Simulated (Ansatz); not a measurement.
**LuSe: pressure up to the limit of the methods**

An exercise on one series of results from a longer session: the logs are not shown, and one member is left open.

Method: DFT PBEsol, with the methods named in each step, in Ansatz 0.2.0.

1 further run of the same task is left out (it didn't finish).

**The structure to begin with**

The structure is cubic, space group Fm-3m (No. 225). Conventional cell: a = 5.595 Å, b = 5.595 Å, c = 5.595 Å, α = 90.00°, β = 90.00°, γ = 90.00°. Lu (site symmetry m-3m) is surrounded by 6 Se at 2.80 Å. Around Se (site symmetry m-3m) lie 6 Lu at 2.80 Å.

Coordinates:

```
CELL_PARAMETERS angstrom
0.00000 2.79727 2.79727
2.79727 0.00000 2.79727
2.79727 2.79727 0.00000
ATOMIC_POSITIONS crystal
Lu 0.00000 0.00000 0.00000
Se 0.50000 0.50000 0.50000
```

Whether this phase is the stable one at these pressures isn't tested.

Atoms are numbered in the order of the input: Lu1, Se2.

Set-up of the first run:

Input file input.yaml:

```yaml
crystal:
  lattice:
    - [0.0, 2.7972694992, 2.7972694992]
    - [2.7972694992, 0.0, 2.7972694992]
    - [2.7972694992, 2.7972694992, 0.0]
  atoms:
    - { symbol: Lu, position: [0.0, 0.0, 0.0] }
    - { symbol: Se, position: [0.5, 0.5, 0.5] }
kpoints:
  mp_grid: { grid: [11, 11, 11] }
  band_path:
    path:
      - [0.0, 0.0, 0.0]
      - [0.5, 0.0, 0.5]
      - [0.625, 0.25, 0.625]
      - [0.375, 0.375, 0.75]
      - [0.0, 0.0, 0.0]
      - [0.5, 0.5, 0.5]
      - [0.5, 0.25, 0.75]
      - [0.5, 0.0, 0.5]
    npoints: 14
scf:
  occupations: { method: fermi_dirac, width: 0.05 }
hamiltonian:
  xc: pbesol
  pseudopotentials: { kind: all_electron, lapw: { basis_error: 0.001 } }
output:
  forces: true
  stress: true
  eigenvalues: true
  populations: true
```

Command:

```
$ ansatz run input.yaml --threads 1 --pin off --max-ram 2048MiB --backend cpu --events-out ev --progress --plain --runs-dir out
```

Among the steps run: The reference volume, LAPW; Volume scaled by 1, crystal datasets; Volume scaled by 0.65, LAPW; Volume scaled by 0.6, LAPW; Volume scaled by 0.4, LAPW; Volume scaled by 0.4, crystal datasets.

One of the session's tables, all rows but one given; the rest of the session is left out.

| method | volume over the first | volume (Å³/atom) | pressure (GPa) |
| --- | --- | --- | --- |
| LAPW | 1 | 21.888 | -2.02 |
| LAPW | 0.65 | 14.227 | 90.13 |
| LAPW | 0.6 | 13.133 | 126.83 |
| LAPW | 0.4 | 8.755 | 530.87 |
| PAW | 1 | 21.888 | -2.04 |
| PAW | 0.65 | 14.227 | 90.13 |
| PAW | 0.6 | 13.133 | 126.84 |
| PAW | 0.4 | ? | ? |
| crystal datasets | 1 | 21.888 | -2.02 |
| crystal datasets | 0.4 | 8.755 | 530.87 |

Q: Estimate the row for PAW, 0.4 from the others.

The run gave: volume (Å³/atom): 8.755; pressure (GPa): 531.76.

To keep in mind: Warnings in the runs' records: stress scf threshold loose, gradients without spin orbit, crystal datasets made.
